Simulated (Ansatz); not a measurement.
**CCSD/def2-SVP (core potential) run of C2H5InO (SMILES C[C](=O)[InH2])**

What is the vertical ionisation energy of C2H5InO at CCSD/def2-SVP (core potential)? 

The calculation is run with Ansatz 0.2.0.

62 further runs of the same task are left out: 62 set aside as unsound or not needed.

## Step 1: The structure to begin with

C2H5InO has 9 atoms, charge 0, and is taken as a singlet. SMILES: `C[C](=O)[InH2]`. The shape is that of a PBE0-D4/def2-TZVP optimisation.

Bond lengths: C1–C2 1.499 Å, C2–O3 1.209 Å, C2–In4 2.211 Å, C1–H5 1.093 Å, C1–H6 1.095 Å, C1–H7 1.095 Å, In4–H8 1.725 Å, In4–H9 1.725 Å. Some angles: C1–C2–O3 122.1°, C1–C2–In4 127.4°, O3–C2–In4 110.5°, C2–C1–H5 111.2°, C2–C1–H6 109.2°, C2–C1–H7 109.1°, C2–In4–H8 118.8°, C2–In4–H9 118.8°, H5–C1–H6 110.2°, H5–C1–H7 110.2°.

## Step 2: The energy at CCSD/def2-SVP (core potential)

The input, job.yaml:

```yaml
crystal:
  periodic: [false, false, false]
  atoms:
    - symbol: C
      position_ang: [0.344400, 1.188000, -0.839100]
    - symbol: C
      position_ang: [0.607000, -0.087100, -0.096200]
    - symbol: O
      position_ang: [1.705800, -0.590300, -0.051600]
    - symbol: In
      position_ang: [-0.847800, -1.304800, 1.038800]
    - symbol: H
      position_ang: [1.255300, 1.565500, -1.309800]
    - symbol: H
      position_ang: [-0.427200, 1.011100, -1.595100]
    - symbol: H
      position_ang: [-0.058700, 1.931600, -0.144300]
    - symbol: H
      position_ang: [-1.599800, -2.644700, 0.254600]
    - symbol: H
      position_ang: [-0.978900, -1.069400, 2.742600]
basis:
  gaussian: {orbitals: def2-SVP}
correlation: {method: ccsd, frozen_orbitals: {C: 1, H: 0, In: 4, O: 1}}
accuracy: high
scf: {omitted_lower_state_checks: [cluster_reference, increment]}
```

Launch:

```bash
$ ansatz run job.yaml --threads 1 --pin off --max-ram 3480MiB --events-out events.jsonl --progress --plain --runs-dir runs
```

The log of the run (excerpt; [...] marks lines left out):

```text
Warning: RAYON_NUM_THREADS=1 ignored (pool sized by the plan → 1); use --threads N
Functional definition: HF
  name "HF"
[...]
2299 factors; integrals over basis functions are off by at most 8.2e-9 eV
[...]
mean field -9321.08986874 eV, -342.5437346146 hartree, gradient 2.1e-8 eV, S^2 0.000000; 0 other end points of the search recorded, 0 dependent functions left out
7 core orbitals not correlated: weight in the atoms' cores, before any rotation towards them, 1.000 or more for the frozen orbitals, at most 0.000 for the correlated occupied ones
reference -9321.08986874 eV, -342.5437346146 hartree; 16, 16 occupied and 70, 70 virtual orbitals, 2299 factors
second order -14.81602588 eV of doubles, -0.00000000 eV of singles
cycle   1  -15.23847061 eV  change   -4.2e-1 eV  update   1.2e-1
[...]
cycle  24  -15.89484167 eV  change   -3.3e-9 eV  update   2.2e-9
Total energy: -9336.98471041 eV, -343.1278592719 hartree
Checks for a lower state left out: cluster_reference, increment
```

It took 29 s on 1 thread of Arm Neoverse V2, shared host; peak memory 0.66 GiB.

## Step 3: The doublet cation at the same level

The input, molecule.yaml:

```yaml
crystal:
  periodic: [false, false, false]
  atoms:
    - {symbol: C, position_ang: [0.344400, 1.188000, -0.839100]}
    - {symbol: C, position_ang: [0.607000, -0.087100, -0.096200]}
    - {symbol: O, position_ang: [1.705800, -0.590300, -0.051600]}
    - {symbol: In, position_ang: [-0.847800, -1.304800, 1.038800]}
    - {symbol: H, position_ang: [1.255300, 1.565500, -1.309800]}
    - {symbol: H, position_ang: [-0.427200, 1.011100, -1.595100]}
    - {symbol: H, position_ang: [-0.058700, 1.931600, -0.144300]}
    - {symbol: H, position_ang: [-1.599800, -2.644700, 0.254600]}
    - {symbol: H, position_ang: [-0.978900, -1.069400, 2.742600]}
basis:
  gaussian: {orbitals: def2-SVP}
total_charge: 1
magnetization: {spin_polarized: true, initial_magnetization: 1}
correlation: {method: ccsd, frozen_orbitals: {C: 1, H: 0, In: 4, O: 1}}
accuracy: high
scf: {omitted_lower_state_checks: [cluster_reference, increment]}
```

Launch:

```bash
$ ansatz run molecule.yaml --threads 1 --pin off --max-ram 3480MiB --events-out events.jsonl --progress --plain --runs-dir runs
```

The log of the run (excerpt; [...] marks lines left out):

```text
Warning: RAYON_NUM_THREADS=1 ignored (pool sized by the plan → 1); use --threads N
[... 2 set-up lines as earlier in the session ...]
[...]
2298 factors; integrals over basis functions are off by at most 8.2e-9 eV
[...]
mean field -9313.67174568 eV, -342.2711236202 hartree, gradient 3.7e-8 eV, S^2 0.780831; 2 other end points of the search recorded, 0 dependent functions left out
7 core orbitals not correlated: weight in the atoms' cores, before any rotation towards them, 1.000 or more for the frozen orbitals, at most 0.000 for the correlated occupied ones
reference -9313.67174568 eV, -342.2711236202 hartree; 16, 15 occupied and 70, 71 virtual orbitals, 2298 factors
second order -13.75465105 eV of doubles, -0.00000000 eV of singles
cycle   1  -14.38512223 eV  change   -6.3e-1 eV  update   1.3e-1
[...]
cycle  26  -15.24261807 eV  change   -1.5e-9 eV  update   1.4e-9
Total energy: -9328.91436375 eV, -342.8312795026 hartree
Checks for a lower state left out: cluster_reference, increment
```

Run time: 1.8 min. Hardware: 1 thread of Arm Neoverse V2, shared host; peak memory 1.4 GiB.

## Step 4: Results

Level: CCSD/def2-SVP (core potential), 7 core orbitals frozen.

| quantity | value |
| --- | --- |
| singlet C2H5InO: total energy | -343.12786 Eh |
| singlet C2H5InO: correlation energy (7 core orbitals frozen) | -584.1 mEh |
| singlet C2H5InO: T1 diagnostic | 0.016 |
| doublet cation: total energy | -342.83128 Eh |
| doublet cation: correlation energy (7 core orbitals frozen) | -560.2 mEh |
| doublet cation: ⟨S²⟩ of the reference determinant | 0.781 |
| doublet cation: T1 diagnostic | 0.031 |
| vertical ionisation energy (to the doublet cation) | 8.070 eV |

Removing an electron at fixed nuclei costs 8.07 eV (779 kJ/mol).
